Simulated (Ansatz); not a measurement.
# BFH3NO: the cost of one run

The runs use Ansatz 0.2.0, Gaussian basis; PBE0-D4/def2-SVP.

16 further runs of the same task are left out: 16 set aside as unsound or not needed.

## Step 1: Starting geometry

The first end: 7 atoms, charge 0, spin multiplicity 1.

Atoms are counted from 1 here; the program's logs count them from 0.

Bond lengths: B1–N2 1.406 Å, B1–O3 1.363 Å, B1–F5 1.337 Å, N2–H6 1.003 Å, N2–H7 1.004 Å, O3–H4 0.957 Å. Angles: N2–B1–O3 125.7°, N2–B1–F5 118.3°, O3–B1–F5 116.0°, B1–N2–H6 124.7°, B1–N2–H7 121.1°, H6–N2–H7 114.2°, B1–O3–H4 114.6°.

Coordinates:

```
B    -0.4219    0.2555    0.2887
N     0.6113   -0.6897    0.1607
O    -0.8011    1.1540   -0.6640
H    -0.2987    1.1085   -1.4777
F    -1.1060    0.2947    1.4367
H     1.1841   -0.8026   -0.6543
H     0.8323   -1.3204    0.9099
```

The second end:

```
B    -0.6338    0.6628    0.3211
N     0.4443   -0.4621   -0.2602
O    -1.2347    1.3555   -0.5192
H     0.4159   -0.3619   -1.2703
F    -0.5721    0.5201    1.6653
H     1.3922   -0.3016    0.0703
H     0.1881   -1.4128   -0.0070
```

## Step 2: The band at PBE0-D4/def2-SVP

File neb/in.yaml:

```yaml
crystal:
  periodic: [false, false, false]
  atoms:
    - {symbol: B, position_ang: [-0.421912, 0.255511, 0.288719]}
    - {symbol: N, position_ang: [0.611274, -0.689670, 0.160708]}
    - {symbol: O, position_ang: [-0.801138, 1.153972, -0.663998]}
    - {symbol: H, position_ang: [-0.298694, 1.108459, -1.477712]}
    - {symbol: F, position_ang: [-1.106030, 0.294737, 1.436713]}
    - {symbol: H, position_ang: [1.184118, -0.802569, -0.654324]}
    - {symbol: H, position_ang: [0.832283, -1.320442, 0.909895]}
basis:
  gaussian: {orbitals: def2-SVP}
hamiltonian: {xc: pbe0, dispersion: d4}
neb:
  images: 5
  climbing: true
  max_iterations: 40
  initial_path: idpp
  final_atoms:
    - {symbol: B, position_ang: [-0.633787, 0.662789, 0.321053]}
    - {symbol: N, position_ang: [0.444311, -0.462093, -0.260238]}
    - {symbol: O, position_ang: [-1.234684, 1.355467, -0.519161]}
    - {symbol: H, position_ang: [0.415903, -0.361879, -1.270300]}
    - {symbol: F, position_ang: [-0.572138, 0.520087, 1.665332]}
    - {symbol: H, position_ang: [1.392208, -0.301594, 0.070349]}
    - {symbol: H, position_ang: [0.188086, -1.412778, -0.007036]}
```

The run is started by

```bash
> ansatz run in.yaml --threads 2 --pin off --events-out ev --progress --plain --max-ram 4352MiB
```

**Question.** How long does this run take on 2 threads of Intel Xeon 6975P-C, shared host?

About 68 s.
